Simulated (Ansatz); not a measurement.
The system is BaWO4.

```xyz
12
Lattice="-2.8334 2.8334 6.3693 2.8334 -2.8334 6.3693 2.8334 2.8334 -6.3693" Properties=species:S:1:pos:R:3 pbc="T T T"
W     0.0000    0.0000    0.0000
W     0.0000    2.8334    3.1846
Ba    0.0000    0.0000    6.3693
Ba    2.8334    0.0000    3.1846
O    -0.7111    1.5258    4.1859
O     1.5258    0.7111    8.5526
O    -1.5258    2.1222    7.3705
O     4.3592    0.7111    1.0013
O     1.3076    2.1222    2.1834
O     3.5445    1.3076   -2.1834
O     2.1222    1.5258    5.3680
O     0.7111    1.3076   -1.0013
```

The cell is a database's computed one.

```yaml
Program: Ansatz 0.2.0
Task: relaxation of cell and atoms
Functional: PBEsol
Potentials_or_basis: Ansatz PAW
Cutoff: "420 eV (not typed: the program's choice for these potentials)"
k_mesh: 7 × 7 × 7
Occupations: fermi-dirac, width 0.05 eV
Spin: no spin polarisation
```

At the start: volume 17.04 Å³/atom.

Question: How do energy, volume and symmetry change on relaxing?

Answer: It ends after 8 steps and the volume is 16.44 Å³/atom (-3.5 %); space group I4_1/a (No. 88, to 0.05 Å).

The path:
| step | energy change (eV) | largest force (eV/Å) | volume (Å³) |
| --- | --- | --- | --- |
| 1 | 0.0000 | 0.1872 | 204.53 |
| 2 | -0.0664 | 0.0487 | 198.40 |
| 3 | -0.0704 | 0.0336 | 197.59 |
| 4 | -0.0703 | 0.0351 | 197.78 |
| 5 | -0.0705 | 0.0029 | 197.76 |
| 6 | -0.0527 | 0.0028 | 197.76 |
| 7 | -0.0545 | 0.0009 | 197.28 |
| 8 | -0.0530 | 0.0009 | 197.28 |

Final structure:
```xyz
12
Lattice="-2.8030 2.8030 6.2772 2.8030 -2.8030 6.2772 2.8030 2.8030 -6.2772" Properties=species:S:1:pos:R:3 pbc="T T T"
W     0.0000    0.0000    0.0000
W     0.0000    2.8030    3.1386
Ba    0.0000    0.0000    6.2772
Ba    2.8030    0.0000    3.1386
O    -0.7195    1.5067    4.1365
O     1.5067    0.7195    8.4180
O    -1.5067    2.0835    7.2751
O     4.3097    0.7195    0.9979
O     1.2963    2.0835    2.1407
O     3.5226    1.2963   -2.1407
O     2.0835    1.5067    5.2793
O     0.7195    1.2963   -0.9979
```

Caveat: the plane-wave basis is chosen anew once the cell has moved, so the energies of steps on either side of that aren't comparable; the pressure holds a Pulay correction of +0.5 GPa for the finite cutoff; the PAW data sets come from PBE, with cores solved anew for the run's functional, which leaves a small shift of forces and pressure.
